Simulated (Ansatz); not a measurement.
# SiBH5Se: geometry optimisation

Aim: relax SiBH5Se at this level.

The runs use Ansatz 0.2.0; RKS BHLYP-D4/def2-SVP.

## 1. The system as given

SMILES `[SiH3]B[SeH]`, 8 atoms, charge 0, spin multiplicity 1.

Atoms are counted from 1 here; the program's logs count them from 0.

Bond lengths: Si1–B2 2.010 Å, Si1–H4 1.509 Å, Si1–H5 1.510 Å, Si1–H6 1.510 Å, B2–Se3 1.907 Å, B2–H7 1.216 Å, Se3–H8 1.491 Å. Angles: B2–Si1–H4 112.1°, B2–Si1–H5 110.4°, B2–Si1–H6 110.9°, H4–Si1–H5 108.0°, H4–Si1–H6 108.1°, H5–Si1–H6 107.0°, Si1–B2–Se3 124.6°, Si1–B2–H7 122.9°, Se3–B2–H7 112.6°, B2–Se3–H8 98.5°.

As a file:

```xyz
8

Si   -0.3923    0.8124   -0.6087
B     0.5368   -0.1163    0.9126
Se    0.7156   -2.0080    1.0779
H    -0.9743   -0.1641   -1.6012
H     0.5720    1.7096   -1.3468
H    -1.5119    1.6890   -0.1011
H     1.0542    0.4840    1.8352
H    -0.0001   -2.4066   -0.1678
```

## 2. Relaxation

Contents of input.yaml:

```yaml
crystal:
  periodic: [false, false, false]
  atoms:
    - { symbol: Si, position_ang: [-0.39232, 0.81244, -0.608723] }
    - { symbol: B, position_ang: [0.536835, -0.116321, 0.912571] }
    - { symbol: Se, position_ang: [0.715598, -2.007953, 1.077919] }
    - { symbol: H, position_ang: [-0.974307, -0.164133, -1.601221] }
    - { symbol: H, position_ang: [0.572, 1.709639, -1.34681] }
    - { symbol: H, position_ang: [-1.511885, 1.688968, -0.101101] }
    - { symbol: H, position_ang: [1.054197, 0.483953, 1.835153] }
    - { symbol: H, position_ang: [-0.000108, -2.406603, -0.167788] }
basis:
  gaussian: { orbitals: def2-SVP }
hamiltonian:
  xc: { name: BHLYP }
  dispersion: d4
output:
  forces: true
relax:
  f_tol: 0.003
  max_steps: 120
```

Launch:

```console
$ ansatz run input.yaml --threads 1 --pin off --max-ram 2560MiB --backend cpu --events-out ev --progress --plain --runs-dir out
```

Q: Predict the outcome of this session. Wanted: energy gained; root mean square move; dipole moment.

**Answer**, as computed:

| quantity | value |
| --- | --- |
| energy gained | 0.0294 eV |
| root mean square move | 0.027 Å |
| dipole moment | 0.53 D |

What this shows: Bond lengths: Si1–B2 2.010 Å, Si1–H4 1.485 Å, Si1–H5 1.486 Å, Si1–H6 1.486 Å, B2–Se3 1.900 Å, B2–H7 1.197 Å, Se3–H8 1.464 Å. Angles: B2–Si1–H4 111.8°, B2–Si1–H5 110.3°, B2–Si1–H6 110.3°, H4–Si1–H5 108.3°, H4–Si1–H6 108.3°, H5–Si1–H6 107.8°, Si1–B2–Se3 124.6°, Si1–B2–H7 122.3°, Se3–B2–H7 113.1°, B2–Se3–H8 98.9°. No frequencies were computed here.
